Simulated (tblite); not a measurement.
# CH14GeOSi4: the cost of one run

Programs: tblite 0.8.0 and PySCF 2.14.0, with density-fitted response routines of our own. Each step states its level of theory. These are calculated values for one molecule in the gas phase, unless marked as measured. Atoms are numbered from 0 throughout.

## Step 1: The starting structure

21 atoms, charge 0, multiplicity 1; geometry from: force field or distance geometry start.

Bonds of the start (Å): Si0–C1 1.87, C1–Si2 1.86, Si2–O3 1.74, O3–Si4 1.71, Si2–Ge5 2.30, Ge5–Si6 2.32, Si0–H7 1.47, Si0–H8 1.47, Si0–H9 1.47, C1–H10 1.11, C1–H11 1.12, Si2–H12 1.49, Si4–H13 1.48, Si4–H14 1.47, Si4–H15 1.48, Ge5–H16 1.55, Ge5–H17 1.55, Si6–H18 1.47, Si6–H19 1.47, Si6–H20 1.47.

## Step 2: Optimising the geometry with GFN2-xTB

What the job is given:

```
{"job": {"kind": "relax", "xc": "GFN2-xTB", "basis": "xTB"}, "charge": 0, "multiplicity": 1}
Si    -0.541000    -2.607800    -0.444200
C     -1.082900    -1.674400     1.081800
Si    -0.673000     0.138300     0.935900
O     -1.483500     0.783400    -0.463900
Si    -1.514100     2.484300    -0.258300
Ge     1.603700     0.437300     0.738300
Si     2.171000     0.511000    -1.505200
H      0.922500    -2.577600    -0.545200
H     -1.139700    -1.980700    -1.631500
H     -1.004800    -4.001900    -0.342100
H     -2.174800    -1.801800     1.228300
H     -0.552700    -2.098700     1.974500
H     -1.155500     0.798900     2.175500
H     -2.177900     3.083500    -1.432600
H     -0.146700     3.028500    -0.191400
H     -2.267700     2.854400     0.957200
H      2.346700    -0.728100     1.445100
H      2.001300     1.779500     1.398200
H      1.781500    -0.748900    -2.145100
H      3.625800     0.708700    -1.631000
H      1.453100     1.629000    -2.137400
```

The run is started by

```
> OMP_NUM_THREADS=1 python probes_run.py task.json out
```

This one command runs all jobs of the session in turn.

**Question.** How long does this first job take on 1 thread of Arm Neoverse V1, shared host, and how much memory does it need?

About 2.8 s, with a peak of 0.18 GiB.
